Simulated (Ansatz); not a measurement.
CH₃ClSn, SMILES [CH3][Sn][Cl]: a ladder of basis sets, run with the Ansatz DFT code, driven from Python.

Script `ch3clsn_basis.py`:
```python
import ansatz

XC = "hf"

GEOMETRY = """
C    -0.38350    0.46900   -0.34030
Sn    0.13500   -0.55380    1.41780
Cl    1.80460   -2.09040    0.87130
H    -0.73140   -0.19360   -1.11410
H     0.44980    1.04780   -0.77480
H    -1.23250    1.25700   -0.10620
"""


def main() -> None:
    system = ansatz.Crystal.molecule()
    for line in GEOMETRY.strip().splitlines():
        symbol, *xyz = line.split()
        system = system.atom(symbol, [float(v) for v in xyz])

    job = system.calculation().functional(XC).accuracy("medium")

    energies = {}
    for basis in ["def2-SVP", "def2-SVPD", "def2-TZVP", "def2-TZVPP"]:
        r = job.basis(gaussian=basis).run().report
        size = r["n_frozen"] + r["n_occupied"][0] + r["n_virtual"][0]
        energies[basis] = (r["reference_energy_ev"] / 27.211386246, r["free_energy_ev"] / 27.211386246)
        print(f"{basis:14s} {size:4d} orbitals  reference {energies[basis][0]:14.6f} Ha  total {energies[basis][1]:14.6f} Ha")

    last = energies["def2-TZVPP"][1]
    for basis, (_, total) in energies.items():
        print(f"{basis:14s} lies {27.211386 * (total - last):9.4f} eV above def2-TZVPP")


if __name__ == "__main__":
    main()
```

How far does the total energy move along this ladder of basis sets?

Against def2-SVP: def2-SVPD -11.6 mHa, def2-TZVP -212.6 mHa and def2-TZVPP -213.7 mHa. The last step alone is -1.08 mHa (these two sets differ little on atoms other than hydrogen). From the first set to the last the time grows from 0.8 to 1.8 s.

The run itself:

```console
$ python ch3clsn_basis.py
def2-SVP         73 orbitals  reference    -712.318468 Ha  total    -712.318468 Ha
def2-SVPD       103 orbitals  reference    -712.330044 Ha  total    -712.330044 Ha
def2-TZVP       136 orbitals  reference    -712.531061 Ha  total    -712.531061 Ha
def2-TZVPP      165 orbitals  reference    -712.532137 Ha  total    -712.532137 Ha
def2-SVP       lies    5.8142 eV above def2-TZVPP
def2-SVPD      lies    5.4992 eV above def2-TZVPP
def2-TZVP      lies    0.0293 eV above def2-TZVPP
def2-TZVPP     lies    0.0000 eV above def2-TZVPP
```

Notes:
- The settings weren't tested for convergence.
- The geometry is a force-field or estimated start, not a minimum of this method, and the last set is no limit. Much of the fall in a total is atomic energy, which cancels in bond and reaction energies.
- def2 sets replace the cores of elements past krypton by effective core potentials.
- Finished in 5.3 s on 1 thread of Arm Neoverse V1 (shared host), peak memory 0.32 GiB.

(Lines on the test bed's own set-up are left out of the output.)
